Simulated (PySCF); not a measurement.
# C7H7Cl: the cost of one run

Computed with PySCF 2.14.0, with density-fitted response routines of our own, on a single molecule, in the gas phase or a continuum. Atoms count from 0, in the outputs and in this text.

### Step 1. The starting structure

15 atoms, charge 0, multiplicity 1; geometry from: GFN2-xTB.

Bonds of the start (Å): C0–C1 1.49, C1–C2 1.55, C2–C3 1.51, C3–C4 1.51, C4–C5 1.54, C5–Cl6 1.73, C5–C7 1.51, C5–C1 1.51, C7–C1 1.52, C4–C2 1.51, C7–C3 1.54, C0–H8 1.09, C0–H9 1.09, C0–H10 1.09, C2–H11 1.07, C3–H12 1.07, C4–H13 1.07, C7–H14 1.07.

### Step 2. Relaxing the molecule at PBE0-D3(BJ)/def2-SVP

The job: settings as JSON, then the geometry in Å.

```
{"job": {"xc": "PBE0", "basis": "def2-SVP", "d3": "d3bj", "grid": 1, "kind": "geom"}, "charge": 0, "multiplicity": 1}
C     -1.420379     0.215660     1.419929
C     -0.353880     0.069487     0.392026
C      1.058826    -0.557079     0.463380
C      1.541367     0.400190    -0.595208
C      0.980833    -0.939954    -0.990298
C     -0.426643    -0.313236    -1.065367
Cl    -1.779767    -0.706668    -2.061628
C      0.139297     1.029949    -0.674046
H     -2.283248     0.716958     0.986242
H     -1.732408    -0.762172     1.784864
H     -1.059254     0.803114     2.263222
H      1.583309    -1.029231     1.273426
H      2.515214     0.820192    -0.767438
H      1.421977    -1.759498    -1.525528
H     -0.189658     2.020277    -0.925489
```

Command:

```
> OMP_NUM_THREADS=1 python probes_run.py task.json out
```

This one command runs all jobs of the session in turn.

Q: Estimate the wall time and peak memory of this first job on 1 thread of Intel Xeon Platinum 8488C, shared host.

About 62 s, with a peak of 0.64 GiB.
